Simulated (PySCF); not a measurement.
# C2H6AlFO2: the cost of one run

Computed with PySCF 2.14.0, with density-fitted response routines of our own, on a single molecule in the gas phase. Atoms count from 0, in the outputs and in this text.

## Step 1: Starting geometry

12 atoms, charge 0, multiplicity 1; geometry from: PBE0-D3(BJ)/def2-SVP.

Bonds of the start (Å): C0–O1 1.39, O1–Al2 1.68, Al2–F3 1.66, Al2–O4 1.68, O4–C5 1.39, C0–H6 1.10, C0–H7 1.11, C0–H8 1.10, C5–H9 1.10, C5–H10 1.11, C5–H11 1.10.

## Step 2: Nuclear shieldings: HF/pcSseg-1

The job: settings as JSON, then the geometry in Å.

```
{"job": {"kind": "nmr", "xc": "HF", "basis": "pcSseg-1", "pop": false}, "charge": 0, "multiplicity": 1}
C     -2.390277    -0.675446     0.371287
O     -1.049234    -0.332532     0.250043
Al    -0.069471     1.031057     0.261390
F     -0.711120     2.536723     0.511881
O      1.585174     0.917843     0.015525
C      2.535697    -0.077771    -0.175575
H     -2.536840    -1.375867     1.212164
H     -3.044386     0.198367     0.545765
H     -2.745679    -1.181517    -0.543618
H      3.118664     0.118454    -1.092387
H      2.091786    -1.085789    -0.268864
H      3.248401    -0.101616     0.667742
```

Level: GIAO HF/pcSseg-1 NMR shielding, non-relativistic, gas phase.

Command:

```bash
$ OMP_NUM_THREADS=1 python probes_run.py task.json out
```

One launch serves the whole session: the jobs run in the order shown.

Q: Estimate the wall time and peak memory of this first job on 1 thread of Arm Neoverse V2, shared host.

About 4.9 s, with a peak of 0.74 GiB.
